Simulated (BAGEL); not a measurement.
**HF/3-21G (density fitting with qzvpp-jkfit) run of CH6AlAs (SMILES C[AsH][AlH2])**

What is the vertical singlet–triplet gap of CH6AlAs at HF/3-21G (density fitting with qzvpp-jkfit)? 

The calculation is run with BAGEL 1.2.2.

1 further run of the same task is left out (set aside as unsound or not needed).

## (1) The structure to begin with

The species is CH6AlAs (9 atoms), meant as a singlet with charge 0. As SMILES, `C[AsH][AlH2]`. The shape is that of a PBE0-D4/def2-TZVP optimisation.

Bond lengths: C1–As2 1.984 Å, As2–Al3 2.423 Å, C1–H4 1.090 Å, C1–H5 1.090 Å, C1–H6 1.088 Å, As2–H7 1.524 Å, Al3–H8 1.588 Å, Al3–H9 1.590 Å. Some angles: C1–As2–Al3 99.6°, C1–As2–H7 98.0°, Al3–As2–H7 91.7°, As2–C1–H4 108.3°, As2–C1–H5 107.9°, As2–C1–H6 113.4°, As2–Al3–H8 119.6°, As2–Al3–H9 120.0°, H4–C1–H5 108.6°, H4–C1–H6 109.5°.

## (2) A single-point energy at HF/3-21G (density fitting with qzvpp-jkfit)

Input file hf.json:

```json
{ "bagel": [

{
  "title": "molecule",
  "basis": "3-21g",
  "df_basis": "qzvpp-jkfit",
  "angstrom": "true",
  "geometry": [
    { "atom": "C", "xyz": [      -0.476000,       1.159700,      -0.848800 ] },
    { "atom": "As", "xyz": [       0.508200,      -0.554800,      -1.021900 ] },
    { "atom": "Al", "xyz": [       0.155300,      -1.450100,       1.201600 ] },
    { "atom": "H", "xyz": [      -0.278300,       1.758200,      -1.737700 ] },
    { "atom": "H", "xyz": [      -1.541200,       0.931500,      -0.812600 ] },
    { "atom": "H", "xyz": [      -0.203000,       1.727200,       0.038100 ] },
    { "atom": "H", "xyz": [       1.894100,      -0.044000,      -0.644900 ] },
    { "atom": "H", "xyz": [       1.212900,      -2.461900,       1.818100 ] },
    { "atom": "H", "xyz": [      -1.183400,      -1.112000,       1.991000 ] }
  ]
},

{ "title": "hf" },

{ "title": "print", "file": "orbitals.molden", "orbitals": "true" }

]}
```

Command:

```
$ BAGEL_NUM_THREADS=1 BAGEL hf.json > hf.out
```

Log:

```text
* using 1 threads per process

  ===============================================================
  ===============================================================

  *** Geometry ***

  { "atom" : "C", "xyz" : [     -0.899510,      2.191515,     -1.604000 ] },
  { "atom" : "As", "xyz" : [      0.960359,     -1.048420,     -1.931111 ] },
  { "atom" : "Al", "xyz" : [      0.293474,     -2.740292,      2.270695 ] },
  { "atom" : "H", "xyz" : [     -0.525911,      3.322516,     -3.283777 ] },
  { "atom" : "H", "xyz" : [     -2.912446,      1.760280,     -1.535591 ] },
  { "atom" : "H", "xyz" : [     -0.383614,      3.263935,      0.071999 ] },
  { "atom" : "H", "xyz" : [      3.579330,     -0.083148,     -1.218684 ] },
  { "atom" : "H", "xyz" : [      2.292049,     -4.652317,      3.435711 ] },
  { "atom" : "H", "xyz" : [     -2.236302,     -2.101375,      3.762445 ] },

  Number of auxiliary basis functions:      577

  Since a DF basis is specified, we compute 2- and 3-index integrals:
    o Being stored without compression. Storage requirement is 0.014 GB

  Number of basis functions:       56
  Number of electrons      :       58

    * METHOD: MOLECULE                             0.29

  *** RHF ***

  === Nuclear Repulsion ===
   231.1797221086

      * DIIS with orbital gradients will be used.

  === RHF iteration (3-21g) ===
      0      -2505.08988319          0.01087461           0.06
      1      -2505.12893349          0.00346586           0.06
      2      -2505.13328407          0.00115299           0.06
      3      -2505.13386856          0.00011344           0.06
      4      -2505.13388750          0.00002998           0.06
      5      -2505.13388895          0.00000846           0.06
      6      -2505.13388905          0.00000242           0.06
      7      -2505.13388906          0.00000047           0.06
      8      -2505.13388906          0.00000012           0.06
      9      -2505.13388906          0.00000003           0.06
     10      -2505.13388906          0.00000001           0.06
     11      -2505.13388906          0.00000000           0.06
    * SCF iteration converged.

    * Permanent dipole moment:
           (    0.112585,    -0.319124,    -0.330668) a.u.

    * METHOD: HF                                   0.91

    * METHOD: PRINT                                0.01

  ===============================================================
```

Run time: 1.4 s. Hardware: 1 thread of Arm Neoverse V1, shared host; peak memory 0.11 GiB.

## (3) The triplet

Input file input.json:

```json
{ "bagel": [

{
  "title": "molecule",
  "basis": "3-21g",
  "df_basis": "qzvpp-jkfit",
  "angstrom": true,
  "geometry": [
    { "atom": "C", "xyz": [      -0.476000,       1.159700,      -0.848800 ] },
    { "atom": "As", "xyz": [       0.508200,      -0.554800,      -1.021900 ] },
    { "atom": "Al", "xyz": [       0.155300,      -1.450100,       1.201600 ] },
    { "atom": "H", "xyz": [      -0.278300,       1.758200,      -1.737700 ] },
    { "atom": "H", "xyz": [      -1.541200,       0.931500,      -0.812600 ] },
    { "atom": "H", "xyz": [      -0.203000,       1.727200,       0.038100 ] },
    { "atom": "H", "xyz": [       1.894100,      -0.044000,      -0.644900 ] },
    { "atom": "H", "xyz": [       1.212900,      -2.461900,       1.818100 ] },
    { "atom": "H", "xyz": [      -1.183400,      -1.112000,       1.991000 ] }
  ]
},

{
  "title": "uhf",
  "nopen": 2
},

{
  "title": "print",
  "file": "orbitals.molden",
  "orbitals": true
}

]}
```

Command:

```
$ BAGEL_NUM_THREADS=1 BAGEL input.json > input.out
```

Log:

```text
* using 1 threads per process

  ===============================================================
  ===============================================================

  *** Geometry ***

  { "atom" : "C", "xyz" : [     -0.899510,      2.191515,     -1.604000 ] },
  { "atom" : "As", "xyz" : [      0.960359,     -1.048420,     -1.931111 ] },
  { "atom" : "Al", "xyz" : [      0.293474,     -2.740292,      2.270695 ] },
  { "atom" : "H", "xyz" : [     -0.525911,      3.322516,     -3.283777 ] },
  { "atom" : "H", "xyz" : [     -2.912446,      1.760280,     -1.535591 ] },
  { "atom" : "H", "xyz" : [     -0.383614,      3.263935,      0.071999 ] },
  { "atom" : "H", "xyz" : [      3.579330,     -0.083148,     -1.218684 ] },
  { "atom" : "H", "xyz" : [      2.292049,     -4.652317,      3.435711 ] },
  { "atom" : "H", "xyz" : [     -2.236302,     -2.101375,      3.762445 ] },

  Number of auxiliary basis functions:      577

  Since a DF basis is specified, we compute 2- and 3-index integrals:
    o Being stored without compression. Storage requirement is 0.014 GB

  Number of basis functions:       56
  Number of electrons      :       58

    * METHOD: MOLECULE                             0.29

  *** Open-shell HF ***

  === Nuclear Repulsion ===
   231.1797221086

      * DIIS with orbital gradients will be used.

  === UHF iteration (3-21g) ===
      0      -2504.93301994          0.02348903           0.12
      1      -2505.00333354          0.00797604           0.12
      2      -2505.01182577          0.00366178           0.12
      3      -2505.01361909          0.00118744           0.12
      4      -2505.01452960          0.00039719           0.12
      5      -2505.01479752          0.00016878           0.12
      6      -2505.01490003          0.00006750           0.12
      7      -2505.01492330          0.00003748           0.12
      8      -2505.01493074          0.00001866           0.12
      9      -2505.01493144          0.00000895           0.12
     10      -2505.01493154          0.00000403           0.12
     11      -2505.01493156          0.00000191           0.12
     12      -2505.01493157          0.00000095           0.12
     13      -2505.01493157          0.00000043           0.12
     14      -2505.01493157          0.00000026           0.12
     15      -2505.01493157          0.00000015           0.12
     16      -2505.01493157          0.00000005           0.12
     17      -2505.01493157          0.00000002           0.12
     18      -2505.01493157          0.00000001           0.12
     19      -2505.01493157          0.00000001           0.12
    * SCF iteration converged.

    * S^2 (UHF) is 2.0181

    * Permanent dipole moment:
           (   -0.124122,    -1.226636,     2.322270) a.u.

    * METHOD: UHF                                  2.61

    * METHOD: PRINT                                0.01

  ===============================================================
```

Wall time 3.3 s (1 thread of Arm Neoverse V1, shared host); peak memory 0.11 GiB.

## (4) Summary of results

Level: HF/3-21G (density fitting with qzvpp-jkfit).

```
                                        quantity           value
                           singlet: total energy  -2505.13389 Eh
                          singlet: dipole moment          1.20 D
                            singlet: HOMO energy        -8.71 eV
                            singlet: LUMO energy         0.91 eV
                          singlet: HOMO–LUMO gap         9.61 eV
                           triplet: total energy  -2505.01493 Eh
                          triplet: dipole moment          6.68 D
                                   triplet: ⟨S²⟩           2.018
vertical energy of the triplet above the singlet        3.237 eV
```

**Reading.** At this shape the triplet lies 3.24 eV (75 kcal/mol) above the singlet.
